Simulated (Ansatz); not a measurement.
Working through a ladder of methods at one geometry of CH7BOSSi, SMILES CSB[SiH2]O

Computed with Ansatz's Python interface.

Run as a notebook:

```python
from pathlib import Path

import ansatz as az
import numpy as np
```

```python
GEOMETRY = """
C    -1.38320    0.01550    1.49760
S     0.30700    0.53130    1.71240
B     0.91780   -0.66020    0.38800
Si    1.19840   -0.07560   -1.44760
O     0.63850    1.54570   -1.61030
H    -2.05950    0.66650    2.18300
H    -1.54220   -1.01660    1.71200
H    -1.71860    0.29270    0.43960
H     1.24920   -1.74760    0.74620
H     2.53000   -0.21600   -1.83840
H     0.26830   -0.93150   -2.27850
H    -0.32870    1.54060   -1.47010
"""
```

```python
ch7bossi = az.Crystal.molecule()
for line in GEOMETRY.strip().splitlines():
    symbol, *xyz = line.split()
    ch7bossi = ch7bossi.atom(symbol, [float(v) for v in xyz])
```

```python
setup = (
    ch7bossi.calculation()
    .basis(gaussian="cc-pVDZ")
    .accuracy("high")
)
```

```python
print("functional    E (Ha)        dipole (D)   HOMO (eV)  LUMO (eV)")
for name in ["hf", "lc_wpbe", "pbe", "b3lyp", "pbe0"]:
    report = setup.functional(name).forces().orbitals().run(threads=1, runs_dir="runs").report
    lines = Path(report["orbitals_path"]).read_text().splitlines()
    field_of = lambda key: [line.split("=")[1].strip() for line in lines if line.startswith(key)]
    orbitals = [(27.211386 * float(e), s, float(n)) for e, s, n in zip(field_of("Ene="), field_of("Spin="), field_of("Occup="))]
    homo = max(e for e, _, n in orbitals if n > 0.5)
    lumo = min(e for e, _, n in orbitals if n < 0.5)
    dipole = 4.803205 * np.linalg.norm(report["charge_distribution"]["dipole_moment_e_ang"])
    print(f"{name:10s} {report['free_energy_ev'] / 27.211386246:14.6f} {dipole:9.3f} {homo:11.3f} {lumo:10.3f}")
```

    functional    E (Ha)        dipole (D)   HOMO (eV)  LUMO (eV)
    hf            -827.953501     2.538      -8.999      1.089
    lc_wpbe       -829.766898     2.398      -8.885     -0.280
    pbe           -829.552997     2.195      -4.963     -3.494
    b3lyp         -830.106353     2.230      -5.935     -2.713
    pbe0          -829.638003     2.327      -6.199     -2.587

Reading the output:
- These settings explore the input space; basis and method may be short of convergence.
- The geometry is a force-field or estimated start, not a minimum of this method, and the basis set is short of its limit. A lower total doesn't mark the better method: functionals have no common bound, and MP2 and coupled cluster aren't variational.
- b3lyp holds the VWN-RPA fit, as in Gaussian; the form of ORCA and Turbomole is b3lyp5.
- Levels such as HOMO and LUMO are orbital energies: with these approximate functionals they aren't the ionisation energy and electron affinity, and their gap isn't the fundamental gap.
- For Al to Cl the sets with a tight d function, cc-pV(X+d)Z, are usual.
- The whole script took 80 s on 1 thread of Arm Neoverse V2 (shared host), peak memory 0.57 GiB.

(Lines on the test bed's own set-up are left out of the output.)
